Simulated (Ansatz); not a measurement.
What does this script print? It uses Ansatz 0.2.0, Python API.

The script, `transition.py`:
```python
'''Enthalpies of two structures of Mo under pressure.'''

import ansatz as az
import numpy as np
from tabulate import tabulate

FUNCTIONAL = 'r2SCAN'
SCF_TOL = 1e-06
MAX_ITERATIONS = 200
CUTOFF = 620
KSPACING = 0.39
OCCUPATIONS = 'fermi_dirac'
SIGMA = 0.1


def diamond(first, a):
    return az.Crystal.diamond(first, a=a)


def hcp(first, a):
    return (
        az.Lattice.from_parameters(a, a, 1.633 * a, alpha=90, beta=90, gamma=120)
        .space_group(194)
        .atom(first, (1 / 3, 2 / 3, 0.25))
    )


def solve(name, crystal, pressure=0.0):
    calc = (
        crystal.calculation()
        .accuracy('low')  # preset for grids and thresholds
        .functional(FUNCTIONAL)
        .scf(tolerance=SCF_TOL, max_iterations=MAX_ITERATIONS)
        .basis(CUTOFF)
        .kpoints(spacing=KSPACING)
        .occupations(OCCUPATIONS, width=SIGMA)  # the run then minimises F = E - TS
    )
    calc = calc.relax(force_tolerance=0.01, cell=True, pressure=pressure)
    return calc.run()


def volume_per_atom(outcome):
    return abs(np.linalg.det(outcome.lattice.cell_ang)) / len(outcome.lattice.sites)


def main() -> None:
    phases = {}
    phases['diamond'] = diamond('Mo', 5.45)
    phases['hcp'] = hcp('Mo', 2.8)

    # H = E + PV, with 1 eV per cubic angstrom equal to 160.2 GPa
    pressures = [0, 5, 10, 20]
    enthalpy, volume = {name: [] for name in phases}, {name: [] for name in phases}
    for p in pressures:
        for name, crystal in phases.items():
            o = solve(name, crystal, pressure=p)
            volume[name].append(volume_per_atom(o))
            enthalpy[name].append(o.report['energy_sigma0_ev'] / len(o.lattice.sites) + p * volume[name][-1] / 160.21766)
    gap = np.array(enthalpy['hcp']) - np.array(enthalpy['diamond'])
    rows = [(p, va, vb, 1000 * d) for p, va, vb, d in zip(pressures, volume['diamond'], volume['hcp'], gap)]
    print(tabulate(rows, headers=['P (GPa)', 'V diamond (A^3/atom)', 'V hcp (A^3/atom)', 'H(hcp) - H(diamond) (meV/atom)'], floatfmt='.4f', tablefmt='psql'))
    crossings = [p0 - g0 * (p1 - p0) / (g1 - g0) for p0, p1, g0, g1 in zip(pressures, pressures[1:], gap, gap[1:]) if g0 * g1 < 0]
    print('crossing near', [round(float(p), 1) for p in crossings], 'GPa') if crossings else print('no crossing in this range')


if __name__ == '__main__':
    main()
```

```console
$ python transition.py
DeckWarning: scf.convergence.dr2_threshold = 1e-6 eV is looser than this run's default, which is 1e-7 eV or tighter. The error in the forces grows as the threshold's square root, so leave the key out unless less accurate forces are enough
DeckWarning: relax.cell: scf.convergence.dr2_threshold = 1e-6 eV is looser than the 2e-10 eV advised for a relaxation that steers and ends on the stress (1e-10 eV for each atom of the cell: 2). What an SCF threshold leaves in a stress goes as its square root, and in the free energy as the threshold itself, and one [...]
+-----------+------------------------+--------------------+----------------------------------+
|   P (GPa) |   V diamond (A^3/atom) |   V hcp (A^3/atom) |   H(hcp) - H(diamond) (meV/atom) |
|-----------+------------------------+--------------------+----------------------------------|
|         0 |                22.5039 |            16.0430 |                       -1827.4318 |
|         5 |                21.5996 |            15.7267 |                       -2018.0148 |
|        10 |                20.8555 |            15.4402 |                       -2192.7525 |
|        20 |                19.6779 |            14.9310 |                       -2507.1145 |
+-----------+------------------------+--------------------+----------------------------------+
no crossing in this range
```
(Warnings from the package without file and line, shortened.)

What to keep in mind:
- These settings explore the input space; cutoff and mesh may be short of convergence.
- At a fixed pressure a relaxation lowers the enthalpy F + PV, while F alone can rise.
- For the metals among these phases the mesh is modest: differences between phases can be off by up to 40 meV an atom.
- Only these two structures are compared, at zero temperature and with their symmetry kept; either may be hypothetical, and another phase may be lower than both. Differences under about 40 meV an atom lie within the error of mesh and functional.
- The cells are prototypes set up for this calculation and needn't exist.
- The whole script took 110 s on 1 thread of Arm Neoverse V2, with other jobs on the host, peak memory 0.47 GiB.
